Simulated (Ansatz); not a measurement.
# CH₃CuF₃OP: how energies converge with the basis set

One table from this session's results is given with a row withheld; the runs are named, their logs left out.

Computed with Ansatz 0.2.0, Gaussian basis. Level: one geometry, several basis sets.

Levels to be run: PBE0-D4/def2-SVP; ωB97M-V/def2-SVP; PBE0-D4/def2-QZVPP; ωB97M-V/def2-QZVPP; the functionals' def2-TZVPP values are taken from earlier runs.

### Structure used throughout

The geometry comes from an earlier relaxation with PBE0-D4 in a triple-zeta def2 set; it is a stationary point, not always the lowest conformer.

SMILES `C[O][Cu-][P+](F)(F)F`, 10 atoms, charge 0, spin multiplicity 1.

Atoms are counted from 1 here; the program's logs count them from 0.

Bond lengths: C1–O2 1.386 Å, C1–H8 1.099 Å, C1–H9 1.101 Å, C1–H10 1.101 Å, O2–Cu3 1.764 Å, Cu3–P4 2.088 Å, P4–F5 1.549 Å, P4–F6 1.549 Å, P4–F7 1.549 Å. Angles: O2–C1–H8 109.8°, O2–C1–H9 112.9°, O2–C1–H10 113.0°, H8–C1–H9 106.9°, H8–C1–H10 106.9°, H9–C1–H10 107.0°, C1–O2–Cu3 132.8°, O2–Cu3–P4 177.7°, Cu3–P4–F5 119.1°, Cu3–P4–F6 117.6°, Cu3–P4–F7 118.3°, F5–P4–F6 99.5°, F5–P4–F7 99.4°, F6–P4–F7 99.1°.

Set-up of the first run:

File in.yaml:

```yaml
crystal:
  periodic: [false, false, false]
  atoms:
    - {symbol: C, position_ang: [0.349005, -1.957233, 1.482013]}
    - {symbol: O, position_ang: [0.938992, -0.865417, 0.864291]}
    - {symbol: Cu, position_ang: [0.310880, 0.393251, -0.199713]}
    - {symbol: P, position_ang: [-0.355804, 1.919947, -1.458495]}
    - {symbol: F, position_ang: [0.572533, 3.129587, -1.731014]}
    - {symbol: F, position_ang: [-1.646422, 2.674060, -1.052499]}
    - {symbol: F, position_ang: [-0.732465, 1.557132, -2.916777]}
    - {symbol: H, position_ang: [1.094201, -2.486832, 2.092454]}
    - {symbol: H, position_ang: [-0.055172, -2.688134, 0.764219]}
    - {symbol: H, position_ang: [-0.475747, -1.676371, 2.155512]}
basis:
  gaussian: {orbitals: def2-SVP}
hamiltonian: {xc: pbe0, dispersion: d4}
output: {orbitals: {seedname: orbitals}}
```

Launch:

```
$ ansatz run in.yaml --threads 4 --pin off --events-out ev --progress --plain --max-ram 11315MiB
```

Steps of the session up to this table: PBE0-D4 in def2-SVP; ωB97M-V in def2-SVP; PBE0-D4 in def2-QZVPP; ωB97M-V in def2-QZVPP.

One table of the session follows, with a row left open; its other results are not shown here.

It belongs to the step «Density functionals: the series». 

```
functional       basis  HOMO (eV)
   PBE0-D4    def2-SVP      -6.02
   PBE0-D4  def2-TZVPP      -6.41
   PBE0-D4  def2-QZVPP      -6.47
   ωB97M-V    def2-SVP      -8.30
   ωB97M-V  def2-TZVPP      -8.73
   ωB97M-V  def2-QZVPP          ?
```

Estimate the missing values for ωB97M-V, def2-QZVPP.

As computed: HOMO (eV): -8.79. In the column «HOMO (eV)» it is the lowest.
